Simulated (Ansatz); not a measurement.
# C2H6AlFS: up Jacob's ladder to CCSD(T)

The task here is to estimate one member of a computed series from the others.

Computed with Ansatz 0.2.0, Gaussian basis. Level: functionals in def2-TZVPP, the program's frozen cores in correlated methods.

The runs, in order: PBE-D4, r2SCAN-D4, PBE0-D4, B3LYP-D4, ωB97X-V, ωB97M-V, B2PLYP; CCSD(T)/def2-TZVPP; MP2/def2-QZVPP; extrapolation to the limit.

**Structure used throughout**

An earlier PBE0-D4 in a triple-zeta def2 set relaxation fixed the geometry.

SMILES `C[S][AlH][CH2]F`, 11 atoms, charge 0, spin multiplicity 1.

Atoms are counted from 1 here; the program's logs count them from 0.

Bond lengths: C1–S2 1.824 Å, C1–H6 1.089 Å, C1–H7 1.087 Å, C1–H8 1.089 Å, S2–Al3 2.163 Å, Al3–C4 1.985 Å, Al3–H9 1.583 Å, C4–F5 1.399 Å, C4–H10 1.098 Å, C4–H11 1.098 Å. Angles: S2–C1–H6 108.2°, S2–C1–H7 112.2°, S2–C1–H8 108.2°, H6–C1–H7 109.6°, H6–C1–H8 109.2°, H7–C1–H8 109.5°, C1–S2–Al3 106.0°, S2–Al3–C4 125.0°, S2–Al3–H9 116.6°, C4–Al3–H9 118.4°, Al3–C4–F5 115.0°, Al3–C4–H10 110.4°, Al3–C4–H11 110.4°, F5–C4–H10 107.5°, F5–C4–H11 107.5°, H10–C4–H11 105.8°.

Set-up of the first run:

Contents of in.yaml:

```yaml
crystal:
  periodic: [false, false, false]
  atoms:
    - {symbol: C, position_ang: [-1.703976, -0.918438, 0.678140]}
    - {symbol: S, position_ang: [-0.512210, -0.277386, 1.901609]}
    - {symbol: Al, position_ang: [1.109117, 0.586910, 0.759848]}
    - {symbol: C, position_ang: [1.207024, 0.634560, -1.222421]}
    - {symbol: F, position_ang: [0.124595, 0.041601, -1.881235]}
    - {symbol: H, position_ang: [-2.660574, -0.425080, 0.845248]}
    - {symbol: H, position_ang: [-1.377289, -0.742379, -0.343334]}
    - {symbol: H, position_ang: [-1.819380, -1.988672, 0.844479]}
    - {symbol: H, position_ang: [2.297262, 1.226877, 1.587234]}
    - {symbol: H, position_ang: [1.280915, 1.671181, -1.577003]}
    - {symbol: H, position_ang: [2.119715, 0.133925, -1.571865]}
basis:
  gaussian: {orbitals: def2-TZVPP}
hamiltonian: {xc: pbe, dispersion: d4}
output: {forces: true, orbitals: {seedname: orbitals}}
```

Run with:

```console
$ ansatz run in.yaml --threads 4 --pin off --events-out ev --progress --plain --max-ram 10444MiB
```

Steps of the session up to this table: PBE-D4 (GGA); r2SCAN-D4 (meta-GGA); PBE0-D4 (hybrid); B3LYP-D4 (hybrid); ωB97X-V (range-separated); ωB97M-V (range-separated); B2PLYP (double hybrid); CCSD(T) in def2-TZVPP; MP2 in def2-QZVPP.

One of the session's tables, all rows but one given; the rest of the session is left out.

It belongs to the step «Atomisation energies». 

```
            method  atomisation energy (kcal/mol)
            PBE-D4                          921.2
         r2SCAN-D4                          909.8
           PBE0-D4                          906.4
          B3LYP-D4                              ?
           ωB97X-V                          909.8
           ωB97M-V                          909.6
            B2PLYP                          894.0
     HF/def2-TZVPP                          664.6
    MP2/def2-TZVPP                          894.7
   CCSD/def2-TZVPP                          868.9
CCSD(T)/def2-TZVPP                          882.0
           MP2/CBS                          919.0
       CCSD(T)/CBS                          906.4
```

**Question.** Estimate the row for B3LYP-D4.

The run gave: atomisation energy (kcal/mol): 904.0. In the column «atomisation energy (kcal/mol)» it lies between MP2/def2-TZVPP (894.7) and PBE0-D4 (906.4).

Limits of these values: Free atoms (2 C, 1 S, 1 Al, 1 F, 6 H) were run apart at each level; the atomisation energy is their sum less the molecule, without zero-point or spin-orbit terms.
